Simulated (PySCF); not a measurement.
# C2HAlF2: the cost of one run

Programs: PySCF 2.14.0, with routines of our own; each step states its level. All values are computed. Atoms count from 0.

## 1. The starting structure

6 atoms, charge 0, multiplicity 1; geometry from: GFN2-xTB.

## 2. Optimising the geometry at CAM-B3LYP/6-31+G*

Job settings and geometry (Å):

```
{"job": {"xc": "CAM-B3LYP", "basis": "6-31+G*", "grid": 1, "kind": "geom"}, "charge": 0, "multiplicity": 1}
C      1.871489    -0.085170     0.232752
C      0.668392    -0.034067     0.156816
Al    -1.245202     0.056102     0.050999
F     -2.202738    -1.083176     0.748947
F     -2.011649     1.279001    -0.735833
H      2.922830    -0.130699     0.297755
```

Run with:

```
$ OMP_NUM_THREADS=1 python excited_run.py task.json out
```

The driver reads the jobs from task.json and runs them one after another.

**Question.** How long does this first job take on 1 thread of Arm Neoverse N1, shared host, and how much memory does it need?

About 40 s, with a peak of 0.44 GiB.
